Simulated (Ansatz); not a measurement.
A nudged elastic band was laid between two geometries of a periodic cell of 31 atoms, Al (host Al, host structure fcc, one Al atom removed).

All numbers below come from Ansatz, DFT PBEsol, scalar-relativistic, plane waves, PAW. Settings: PAW set soft_1, cutoff 420 eV, k mesh 3x3x3, gaussian smearing 0.05 eV, no spin polarisation.

```yaml
movable_images: 5
climbing_image: yes
spring: 5.0 eV/Å²
optimiser: quadratic models (default)
start_path: straight line
force_threshold: 0.05 eV/Å
iteration_limit: 35
end_points: relaxed
```

Initial state:

```xyz
31
Lattice="8.1000 0.0000 0.0000 0.0000 8.1000 0.0000 0.0000 0.0000 8.1000" Properties=species:S:1:pos:R:3
Al 4.051 -0.014 0.016
Al 6.084 2.024 -0.004
Al 6.062 -0.014 2.029
Al 0.000 0.004 -0.005
Al 2.017 2.023 -0.003
Al 4.049 4.060 0.018
Al 6.060 6.073 0.018
Al 2.039 -0.016 2.029
Al 4.050 2.022 2.028
Al 6.061 4.061 2.028
Al 4.051 -0.017 4.039
Al 6.083 2.023 4.062
Al 6.084 0.005 6.078
Al 0.001 4.042 -0.005
Al 2.039 6.073 0.018
Al 0.001 2.023 2.028
Al 2.039 4.062 2.029
Al 0.001 0.006 4.060
Al 2.018 2.023 4.062
Al 4.051 4.062 4.039
Al 6.062 6.074 4.040
Al 2.017 0.005 6.079
Al 4.051 2.023 6.078
Al 6.082 4.042 6.078
Al -0.001 6.073 2.028
Al -0.001 4.040 4.061
Al 2.038 6.073 4.041
Al 0.000 2.023 6.078
Al 2.018 4.040 6.079
Al 4.050 6.072 6.079
Al 0.000 6.073 6.077
```

Final state:

```xyz
31
Lattice="8.1000 0.0000 0.0000 0.0000 8.1000 0.0000 0.0000 0.0000 8.1000" Properties=species:S:1:pos:R:3
Al 4.061 0.011 0.000
Al 6.075 2.025 0.000
Al 6.075 0.011 2.014
Al -0.011 0.011 0.000
Al 2.025 2.025 0.000
Al 4.061 4.039 0.000
Al 6.075 6.075 0.000
Al 2.025 -0.017 2.042
Al 4.061 2.025 2.014
Al 6.075 4.039 2.014
Al 4.033 -0.017 4.050
Al 6.075 2.025 4.050
Al 6.075 0.011 6.086
Al -0.011 4.039 0.000
Al 2.025 6.075 0.000
Al -0.011 2.025 2.014
Al 2.025 4.067 2.042
Al 0.017 -0.017 4.050
Al 2.025 2.025 4.050
Al 4.033 4.067 4.050
Al 6.075 6.075 4.050
Al 2.025 -0.017 6.058
Al 4.061 2.025 6.086
Al 6.075 4.039 6.086
Al 0.017 6.075 2.042
Al 0.017 4.067 4.050
Al 4.033 6.075 2.042
Al -0.011 2.025 6.086
Al 2.025 4.067 6.058
Al 4.033 6.075 6.058
Al 0.017 6.075 6.058
```

Question: Which bonds break or form, and what moves?

Answer: The atom that moves furthest is Al27, by 2.82 Å; four of its nearest neighbours are Al17 2.84, Al11 2.84, Al20 2.85, Al8 2.85 Å at the first end and Al11 2.84, Al20 2.84, Al8 2.84, Al17 2.84 Å at the last.

Question: What energy profile does the band end with?

Answer: It converged. The highest image is number 3 of 0 to 6, 0.68 eV above the ends, which have the same energy within 2 meV. By the program's own check the climbing image is a first-order saddle point (lowest curvatures found: -1.53 and 0.64 eV/Å²). Limits of this set-up: coarse k mesh, PAW files made for another functional, a small cell, in which the defect meets its images, a typed lattice constant that wasn't relaxed here.

```tsv
image	path coordinate (Å)	energy (eV)
0	0.00	0.00
1	0.49	0.17
2	0.98	0.51
3	1.48	0.68
4	1.97	0.51
5	2.46	0.17
6	2.95	0.00
```

Question: What is the geometry of the highest image?

Answer: 
```xyz
31
Lattice="8.1000 0.0000 0.0000 0.0000 8.1000 0.0000 0.0000 0.0000 8.1000" Properties=species:S:1:pos:R:3
Al 4.060 -0.034 0.030
Al 6.076 2.024 0.001
Al 6.047 -0.034 2.017
Al -0.009 0.009 -0.007
Al 2.019 2.024 -0.069
Al 4.060 4.082 0.030
Al 6.071 6.074 0.006
Al 1.971 0.151 1.973
Al 4.068 2.024 2.009
Al 6.047 4.082 2.017
Al 4.104 0.151 4.106
Al 6.146 2.024 4.058
Al 6.084 0.009 6.086
Al -0.009 4.039 -0.007
Al 2.055 6.074 0.054
Al -0.070 2.024 2.021
Al 1.971 3.897 1.973
Al 0.028 -0.034 4.062
Al 2.007 2.024 4.070
Al 4.104 3.897 4.106
Al 6.023 6.074 4.022
Al 2.015 -0.034 6.049
Al 4.056 2.024 6.147
Al 6.084 4.039 6.086
Al 0.052 6.074 2.057
Al 0.028 4.082 4.062
Al 3.038 6.074 3.039
Al -0.001 2.024 6.078
Al 2.015 4.082 6.049
Al 4.020 6.074 6.024
Al 0.005 6.074 6.072
```

Run time: 12 min on 4 threads of Arm Neoverse V2, on a shared host, peak memory 4 GiB.
